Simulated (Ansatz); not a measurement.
# CH5NSiTe: up Jacob's ladder to CCSD(T)

An exercise on one series of results from a longer session: the logs are not shown, and one member is left open.

The runs use Ansatz 0.2.0, Gaussian basis; functionals in def2-TZVPP, the program's frozen cores in correlated methods.

Plan: PBE-D4, r2SCAN-D4, PBE0-D4, B3LYP-D4, ωB97X-V, ωB97M-V, B2PLYP; CCSD(T)/def2-TZVPP; MP2/def2-QZVPP; extrapolation to the limit.

### Structure used throughout

All runs share one geometry, relaxed beforehand with PBE0-D4 in a triple-zeta def2 set. Te takes the def2 core potential; no spin-orbit term is included.

9 atoms, charge 0, spin multiplicity 1.

Atoms are counted from 1 here; the program's logs count them from 0.

Bond lengths: C1–N2 1.256 Å, C1–H5 1.101 Å, C1–H6 1.096 Å, N2–Si3 1.736 Å, Si3–Te4 2.508 Å, Si3–H7 1.482 Å, Si3–H8 1.481 Å, Te4–H9 1.658 Å. Angles: N2–C1–H5 123.7°, N2–C1–H6 120.0°, H5–C1–H6 116.3°, C1–N2–Si3 127.0°, N2–Si3–Te4 116.0°, N2–Si3–H7 107.6°, N2–Si3–H8 107.2°, Te4–Si3–H7 105.6°, Te4–Si3–H8 109.4°, H7–Si3–H8 111.1°, Si3–Te4–H9 91.3°.

Geometry (Å):

```
C     0.1851    1.4102   -0.9616
N     0.9968    0.5646   -0.5094
Si    0.6135   -0.9250    0.2953
Te   -1.8278   -1.4281    0.5690
H    -0.9089    1.3013   -0.8984
H     0.5546    2.3163   -1.4544
H     1.1580   -2.0321   -0.5258
H     1.2601   -0.8813    1.6267
H    -1.9428   -0.3720    1.8417
```

The first run:

Contents of in.yaml:

```yaml
crystal:
  periodic: [false, false, false]
  atoms:
    - {symbol: C, position_ang: [0.185073, 1.410199, -0.961601]}
    - {symbol: N, position_ang: [0.996754, 0.564604, -0.509375]}
    - {symbol: Si, position_ang: [0.613501, -0.924985, 0.295252]}
    - {symbol: Te, position_ang: [-1.827781, -1.428104, 0.569002]}
    - {symbol: H, position_ang: [-0.908853, 1.301337, -0.898375]}
    - {symbol: H, position_ang: [0.554552, 2.316302, -1.454379]}
    - {symbol: H, position_ang: [1.157984, -2.032127, -0.525754]}
    - {symbol: H, position_ang: [1.260053, -0.881328, 1.626701]}
    - {symbol: H, position_ang: [-1.942782, -0.371998, 1.841731]}
basis:
  gaussian: {orbitals: def2-TZVPP}
hamiltonian: {xc: pbe, dispersion: d4}
output: {forces: true, orbitals: {seedname: orbitals}}
```

Started as:

```
$ ansatz run in.yaml --threads 4 --pin off --events-out ev --progress --plain --max-ram 10444MiB
```

Steps of the session up to this table: PBE-D4 (GGA); r2SCAN-D4 (meta-GGA); PBE0-D4 (hybrid); B3LYP-D4 (hybrid); ωB97X-V (range-separated); ωB97M-V (range-separated); B2PLYP (double hybrid); CCSD(T) in def2-TZVPP; MP2 in def2-QZVPP.

One table of the session follows, with a row left open; its other results are not shown here.

```
            method  atomisation energy (kJ/mol)
            PBE-D4                       3004.5
         r2SCAN-D4                       2937.2
           PBE0-D4                       2940.4
          B3LYP-D4                       2959.1
           ωB97X-V                            ?
           ωB97M-V                       2946.0
            B2PLYP                       2910.3
     HF/def2-TZVPP                       2033.6
    MP2/def2-TZVPP                       2880.2
   CCSD/def2-TZVPP                       2800.2
CCSD(T)/def2-TZVPP                       2854.8
           MP2/CBS                       2983.7
       CCSD(T)/CBS                       2958.3
```

**Question.** Estimate the row for ωB97X-V.

**Answer.** atomisation energy (kJ/mol): 2963.7. In the column «atomisation energy (kJ/mol)» it lies between B3LYP-D4 (2959.1) and MP2/CBS (2983.7).

To keep in mind: Free atoms (1 C, 1 N, 1 Si, 1 Te, 5 H) were run apart at each level; the atomisation energy is their sum less the molecule, without zero-point or spin-orbit terms.
